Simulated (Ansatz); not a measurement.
# SeF4: a ladder of functionals and wavefunction methods

An exercise on one series of results from a longer session: the logs are not shown, and one member is left open.

Method: functionals in def2-TZVPP, the program's frozen cores in correlated methods; program: Ansatz 0.2.0, Gaussian basis.

Plan: LDA (SPW92), PBE-D4, revPBE-D4, BLYP-D4, r2SCAN-D4, B97M-V, PBE0-D4, B3LYP-D4, r2SCANh-D4, r2SCAN0-D4, HSE06-D4, BHLYP-D4, CAM-B3LYP-D4, LC-ωPBE, ωB97X-V, ωB97M-V, B2PLYP, PBE-QIDH; CCSD(T)/def2-SVP; CCSD(T)/def2-TZVPP; MP2/def2-QZVPP; extrapolation to the limit; RPA on PBE.

### The geometry

All runs share one geometry, relaxed beforehand with PBE0-D4 in a triple-zeta def2 set.

SMILES `F[Se](F)(F)F`, 5 atoms, charge 0, spin multiplicity 1.

Atoms are counted from 1 here; the program's logs count them from 0.

Bond lengths: F1–Se2 1.691 Å, Se2–F3 1.691 Å, Se2–F4 1.774 Å, Se2–F5 1.774 Å. Angles: F1–Se2–F3 100.6°, F1–Se2–F4 86.3°, F1–Se2–F5 86.3°, F3–Se2–F4 86.3°, F3–Se2–F5 86.3°, F4–Se2–F5 168.5°.

Set-up of the first run:

The input, in.yaml:

```yaml
crystal:
  periodic: [false, false, false]
  atoms:
    - {symbol: F, position_ang: [0.360771, -0.798363, 1.121181]}
    - {symbol: Se, position_ang: [0.268407, -0.096962, -0.414522]}
    - {symbol: F, position_ang: [-0.976508, 1.020805, -0.170263]}
    - {symbol: F, position_ang: [-1.012103, -1.277702, -0.751791]}
    - {symbol: F, position_ang: [1.359423, 1.152233, 0.215395]}
basis:
  gaussian: {orbitals: def2-TZVPP}
hamiltonian: {xc: lda}
output: {orbitals: {seedname: orbitals}}
```

Run with:

```bash
ansatz run in.yaml --threads 4 --pin off --events-out ev --progress --plain --max-ram 10444MiB
```

Among the steps run: LDA; PBE-D4 (GGA); revPBE-D4 (GGA); BLYP-D4 (GGA); r2SCAN-D4 (meta-GGA); B97M-V (meta-GGA); PBE0-D4 (hybrid); B3LYP-D4 (hybrid); r2SCANh-D4 (hybrid); r2SCAN0-D4 (hybrid); HSE06-D4 (hybrid); BHLYP-D4 (hybrid); CAM-B3LYP-D4 (range-separated); LC-ωPBE (range-separated); ωB97X-V (range-separated); ωB97M-V (range-separated); B2PLYP (double hybrid); PBE-QIDH (double hybrid).

One table of the session follows, with a row left open; its other results are not shown here.

It belongs to the step «Orbital energies across the functionals». 

```
  functional  HOMO (eV)  LUMO (eV)  gap (eV)
 LDA (SPW92)      -8.91      -3.81      5.10
      PBE-D4      -8.62      -3.47      5.15
   revPBE-D4      -8.52      -3.36      5.16
     BLYP-D4          ?          ?         ?
   r2SCAN-D4      -9.02      -3.43      5.59
      B97M-V      -9.11      -3.30      5.81
     PBE0-D4     -10.26      -2.64      7.62
    B3LYP-D4     -10.06      -2.93      7.13
  r2SCANh-D4      -9.63      -3.10      6.53
  r2SCAN0-D4     -10.53      -2.60      7.93
    HSE06-D4      -9.85      -3.02      6.83
    BHLYP-D4     -11.84      -1.73     10.11
CAM-B3LYP-D4     -11.73      -1.56     10.17
     LC-ωPBE     -12.92      -0.24     12.68
     ωB97X-V     -12.60      -0.34     12.26
     ωB97M-V     -12.55      -0.44     12.11
```

Q: Estimate the row for BLYP-D4 from the others.

Worked estimate for «HOMO (eV)». Against the share of exact exchange, B3LYP-D4 (0.2, -10.06), BHLYP-D4 (0.5, -11.84) give a slope of -5.93 per unit share; at 0 the line stands at -8.87.

**Answer.** HOMO (eV): -8.57; LUMO (eV): -3.42; gap (eV): 5.15. In «HOMO (eV)» the line misses by -0.30.
